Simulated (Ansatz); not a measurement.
# Al10Si2O19: the cost of one run

Computed with Ansatz 0.2.0 (DFT, PBE, plane-wave PAW, default files, scalar-relativistic, as far as a step names no other, unless a step's input says otherwise).

## 1. The system as given

It takes space group Pm (No. 6, monoclinic). The conventional cell has a = 7.556 Å, b = 2.939 Å, c = 15.975 Å, α = 90.00°, β = 90.70°, γ = 90.00°. Around Al (site symmetry m) lie 6 O at 1.87 to 2.02 Å. Al (site symmetry m) is surrounded by 4 O at 1.71 to 1.96 Å. Al (site symmetry m) is surrounded by 4 O at 1.76 to 1.84 Å. Around Al (site symmetry m) lie 4 O at 1.73 to 1.91 Å. Around Al (site symmetry m) lie 4 O at 1.73 to 1.77 Å. Around Al (site symmetry m) lie 4 O at 1.76 to 1.79 Å. Around Al (site symmetry m) lie 4 O at 1.74 to 1.86 Å. Al (site symmetry m) is surrounded by 6 O at 1.91 to 1.99 Å. Only part of the 31 independent sites is listed.

Coordinates:

```
Al Si O
1.0
     7.55596    0.00000    0.00000
     0.00000    2.93896    0.00000
    -0.19526    0.00000   15.97369
Al Si O
10 2 19
Direct
  0.96366 0.00000 0.99535
  0.23962 0.50000 0.11404
  0.34152 0.50000 0.41508
  0.64403 0.50000 0.09536
  0.83172 0.50000 0.83061
  0.64440 0.50000 0.57769
  0.73534 0.50000 0.39653
  0.48842 0.00000 0.25598
  0.00914 0.00000 0.51012
  0.49421 0.00000 0.74177
  0.33370 0.50000 0.93693
  0.12959 0.50000 0.68146
  0.86075 0.00000 0.41364
  0.85102 0.00000 0.89025
  0.97890 0.50000 0.74875
  0.35878 0.50000 0.20586
  0.32835 0.50000 0.72536
  0.42868 0.50000 0.03147
  0.62025 0.50000 0.30153
  0.55306 0.50000 0.47367
  0.61769 0.50000 0.78429
  0.15582 0.50000 0.48163
  0.83283 0.50000 0.03237
  0.12201 0.50000 0.95184
  0.87343 0.50000 0.55724
  0.12158 0.00000 0.09138
  0.12954 0.00000 0.62794
  0.34199 0.00000 0.35479
  0.63159 0.00000 0.15254
  0.38464 0.00000 0.89030
  0.58014 0.00000 0.63307
```

## 2. Gradients at the starting positions

Contents of input.yaml:

```yaml
crystal:
  lattice:
    - [7.5559562862, 0.0, 0.0]
    - [0.0, 2.938959, 0.0]
    - [-0.1952576231, 0.0, 15.9736918638]
  atoms:
    - { symbol: Al, position: [0.963657, 0.0, 0.995354] }
    - { symbol: Al, position: [0.239618, 0.5, 0.114037] }
    - { symbol: Al, position: [0.341515, 0.5, 0.41508] }
    - { symbol: Al, position: [0.644029, 0.5, 0.095364] }
    - { symbol: Al, position: [0.831722, 0.5, 0.830605] }
    - { symbol: Al, position: [0.644403, 0.5, 0.577691] }
    - { symbol: Al, position: [0.735343, 0.5, 0.396526] }
    - { symbol: Al, position: [0.488425, 0.0, 0.255983] }
    - { symbol: Al, position: [0.009138, 0.0, 0.510124] }
    - { symbol: Al, position: [0.494209, 0.0, 0.74177] }
    - { symbol: Si, position: [0.3337, 0.5, 0.936931] }
    - { symbol: Si, position: [0.129593, 0.5, 0.681465] }
    - { symbol: O, position: [0.86075, 0.0, 0.413636] }
    - { symbol: O, position: [0.851021, 0.0, 0.890247] }
    - { symbol: O, position: [0.978903, 0.5, 0.748748] }
    - { symbol: O, position: [0.358782, 0.5, 0.205863] }
    - { symbol: O, position: [0.328347, 0.5, 0.72536] }
    - { symbol: O, position: [0.428685, 0.5, 0.031474] }
    - { symbol: O, position: [0.620245, 0.5, 0.301532] }
    - { symbol: O, position: [0.553064, 0.5, 0.473668] }
    - { symbol: O, position: [0.617686, 0.5, 0.784291] }
    - { symbol: O, position: [0.155821, 0.5, 0.481627] }
    - { symbol: O, position: [0.83283, 0.5, 0.032372] }
    - { symbol: O, position: [0.12201, 0.5, 0.951842] }
    - { symbol: O, position: [0.873428, 0.5, 0.557238] }
    - { symbol: O, position: [0.121584, 0.0, 0.091376] }
    - { symbol: O, position: [0.129536, 0.0, 0.627944] }
    - { symbol: O, position: [0.34199, 0.0, 0.354788] }
    - { symbol: O, position: [0.631589, 0.0, 0.152543] }
    - { symbol: O, position: [0.384638, 0.0, 0.8903] }
    - { symbol: O, position: [0.580143, 0.0, 0.63307] }
kpoints:
  mp_grid: { grid: [3, 7, 2] }
scf:
  occupations: { method: fermi_dirac, width: 0.02 }
hamiltonian:
  xc: pbe
  pseudopotentials: { kind: paw }
output:
  forces: true
  stress: true
  populations: true
  efg:
    quadrupole_moments_barn: { Al: 0.1466, O: -0.02558 }
    contact_densities: true
```

On the command line:

```
ansatz run input.yaml --threads 1 --pin off --max-ram 2560MiB --backend cpu --events-out ev --progress --plain --runs-dir out
```

What time and memory should one allow on 1 thread of Intel Xeon 6975P-C (Granite Rapids), shared host?

About 50 s, with a peak of 0.85 GiB.
